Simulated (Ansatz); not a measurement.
This script drives the Python package of Ansatz (0.2.0).

Script `ch5fssi2_freq.py`:
```python
"""Harmonic frequencies of CH5FSSi2 at its relaxed geometry."""

import ansatz as az
from ase import Atoms
import numpy as np


def main() -> None:
    atoms = Atoms(["C", "Si", "F", "Si", "S", "H", "H", "H", "H", "H"], positions=[
        [0.2827, -1.0881, 1.2905],
        [0.667, -0.047, -0.1599],
        [2.1503, -0.1407, -0.6511],
        [-0.7855, 0.8607, -1.4792],
        [0.0924, 1.9891, 0.0645],
        [-0.8004, -0.873, 1.6022],
        [0.8996, -0.8171, 2.1436],
        [0.3822, -2.0965, 1.0687],
        [-2.2994, 0.7157, -1.1067],
        [-0.5058, 1.4457, -2.7696],
    ])
    ch5fssi2 = az.Crystal.molecule_from_ase(atoms)

    calculation = (
        ch5fssi2.calculation()
        .basis(gaussian="def2-SVP")
        .functional("PBE0")
    )
    symbols = [site.symbol for site in ch5fssi2.cartesian_sites]
    start = np.array([site.position_ang for site in ch5fssi2.cartesian_sites], dtype=float)
    summary = calculation.relax(force_tolerance=0.003).run(threads=1, pin="off").report
    end = np.array(summary["positions_ang"])

    print("bond        before    after (A)")
    for i, j in [(0, 1), (0, 5), (0, 6), (0, 7), (1, 2), (1, 3), (1, 4), (3, 4), (3, 8), (3, 9)]:
        d0, d1 = (np.linalg.norm(xyz[i] - xyz[j]) for xyz in (start, end))
        print(f"{symbols[i]}{i}-{symbols[j]}{j}".ljust(10), f"{d0:8.4f} {d1:8.4f}")
    for i, j, k in [(1, 0, 5), (1, 0, 6), (1, 0, 7), (5, 0, 6), (5, 0, 7), (6, 0, 7), (0, 1, 2), (0, 1, 3)]:
        u, v = end[i] - end[j], end[k] - end[j]
        print(f"angle {symbols[i]}{i}-{symbols[j]}{j}-{symbols[k]}{k}: {np.degrees(np.arccos(np.clip(u @ v / np.linalg.norm(u) / np.linalg.norm(v), -1, 1))):.2f} deg")

    # same settings at the minimum
    minimum = az.Crystal.molecule()
    for symbol, xyz in zip(symbols, end):
        minimum = minimum.atom(symbol, xyz.tolist())
    vibrating = (
        minimum.calculation()
        .basis(gaussian="def2-SVP")
        .functional("PBE0")
        .phonons(temperatures=(200, 600, 100))
    )
    vib = vibrating.run(threads=1, pin="off").report["vibrations"]
    sums = vib["harmonic_sums"]
    modes = [m["omega_inv_cm"] for m in sums["modes_at_gamma"] if m["rigid_motion"] == "no"]
    for number, w in enumerate(modes, start=1):
        print(f"mode {number:2d} {w:9.1f} 1/cm {w / 8065.544 * 1000:8.2f} meV")
    print("imaginary modes:", sum(w < 0 for w in modes), " zero-point energy:", round(sums["zero_point_energy_ev"], 4), "eV")
    print("T (K)   F_vib (eV)   S_vib (meV/K)   C_vib (meV/K)")
    for row in zip(sums["temperatures_k"], sums["vibrational_free_energy_ev"], vib["entropy_ev_per_k"], vib["heat_capacity_ev_per_k"]):
        print(f"{row[0]:6.1f} {row[1]:11.4f} {1000 * row[2]:13.4f} {1000 * row[3]:15.4f}")


if __name__ == "__main__":
    main()
```

It is started by `python ch5fssi2_freq.py`. Estimate its wall time and peak memory on 1 thread of Arm Neoverse V1, on a shared host.

It took about 4.6 min, with a peak of 0.32 GiB, for 2 runs of the engine.

Running `python ch5fssi2_freq.py` prints:
```text
bond        before    after (A)
C0-Si1       1.8263   1.8558
C0-H5        1.1474   1.0992
C0-H6        1.0871   1.1013
C0-H7        1.0373   1.1005
Si1-F2       1.5653   1.6286
Si1-Si3      2.1620   2.2472
Si1-S4       2.1275   2.1370
Si3-S4       2.1040   2.1935
Si3-H8       1.5658   1.4911
Si3-H9       1.4442   1.4894
angle Si1-C0-H5: 110.36 deg
angle Si1-C0-H6: 109.65 deg
angle Si1-C0-H7: 110.59 deg
angle H5-C0-H6: 108.71 deg
angle H5-C0-H7: 109.15 deg
angle H6-C0-H7: 108.33 deg
angle C0-Si1-F2: 107.67 deg
angle C0-Si1-Si3: 129.18 deg
mode  1     130.3 1/cm    16.15 meV
mode  2     136.9 1/cm    16.97 meV
mode  3     177.8 1/cm    22.05 meV
mode  4     221.3 1/cm    27.44 meV
mode  5     237.7 1/cm    29.48 meV
mode  6     382.5 1/cm    47.42 meV
mode  7     441.9 1/cm    54.79 meV
mode  8     473.6 1/cm    58.72 meV
mode  9     546.8 1/cm    67.80 meV
mode 10     585.9 1/cm    72.64 meV
mode 11     668.5 1/cm    82.89 meV
mode 12     753.2 1/cm    93.39 meV
mode 13     794.4 1/cm    98.50 meV
mode 14     800.5 1/cm    99.25 meV
mode 15     906.6 1/cm   112.40 meV
mode 16     942.9 1/cm   116.91 meV
mode 17    1262.6 1/cm   156.54 meV
mode 18    1418.1 1/cm   175.82 meV
mode 19    1419.2 1/cm   175.96 meV
mode 20    2237.0 1/cm   277.36 meV
mode 21    2255.1 1/cm   279.60 meV
mode 22    3064.4 1/cm   379.93 meV
mode 23    3171.5 1/cm   393.22 meV
mode 24    3186.5 1/cm   395.07 meV
imaginary modes: 0  zero-point energy: 1.6251 eV
T (K)   F_vib (eV)   S_vib (meV/K)   C_vib (meV/K)
 200.0      1.5921        0.4385          0.6035
 300.0      1.5333        0.7358          0.8692
 400.0      1.4456        1.0145          1.0683
 500.0      1.3312        1.2697          1.2173
 600.0      1.1924        1.5023          1.3331
```

The frequencies are harmonic and unscaled, in a modest basis. The result belongs to the one conformer reached from this start, and soft torsions count as harmonic oscillators.

(Lines on the test bed's own set-up are left out of the output.)
